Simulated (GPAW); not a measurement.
**NbSi: band structure with r2SCAN+U**

The system is NbSi.

```
Nb Si
1.0
     0.00000    2.57383    2.57383
     2.57383    0.00000    2.57383
     2.57383    2.57383    0.00000
Nb Si
1 1
Direct
  0.00000 0.00000 0.00000
  0.50000 0.50000 0.50000
```

The cell was built by a generator and needn't be a form met in nature.

```json
{
 "Program": "GPAW 26.7.0",
 "Task": "band structure",
 "Functional": "r2SCAN",
 "Potentials or basis": "GPAW PAW data sets (gpaw-data 1.2.1)",
 "Cutoff": "600 eV",
 "Basis": "pw",
 "k mesh": "9 × 9 × 9",
 "Occupations": "fermi-dirac, width 0.05 eV",
 "Spin": "no spin polarisation",
 "Hubbard terms": "Nb d U = 5 eV",
 "Maxiter": "150",
 "Band path": "GXWKGLUWLK,UX",
 "Band points": "100"
}
```

```json
{
  "Pressure": "4.7 GPa",
  "Band gap along the path": "none (metal or under the smearing width)"
}
```

Levels at the corners of the path, in eV from the Fermi level:
```
point  band 5  band 6  band 7  band 8  band 9  band 10  band 11  band 12
    Γ  -11.95   -2.25   -2.25   -0.74   -0.74    -0.74     1.83     1.83
    X   -9.70   -4.51   -3.05   -1.22   -0.75    -0.75     2.17     3.29
    W   -9.06   -4.32   -4.16   -4.16    0.91     2.01     2.01     2.45
    K   -9.15   -4.58   -4.36   -3.42   -0.02     2.10     2.66     2.72
    Γ  -11.95   -2.25   -2.25   -0.74   -0.74    -0.74     1.83     1.83
    L   -8.31   -6.72   -4.44   -4.44    2.07     2.07     3.42     4.02
    U   -9.15   -4.58   -4.36   -3.42   -0.02     2.10     2.66     2.72
    W   -9.06   -4.32   -4.16   -4.16    0.91     2.01     2.01     2.45
    L   -8.31   -6.72   -4.44   -4.44    2.07     2.07     3.42     4.02
    K   -9.15   -4.58   -4.36   -3.42   -0.02     2.10     2.66     2.72
    U   -9.15   -4.58   -4.36   -3.42   -0.02     2.10     2.66     2.72
    X   -9.70   -4.51   -3.05   -1.22   -0.75    -0.75     2.17     3.29
```

Run time: 2.6 min on 1 thread of Arm Neoverse V1 (shared host), peak memory 0.37 GiB.

Caveat: the PAW data sets were made with another functional, which shifts forces and pressure a little; U without spin polarisation on a metal has little footing; the U is typed as a test and isn't derived for this compound.
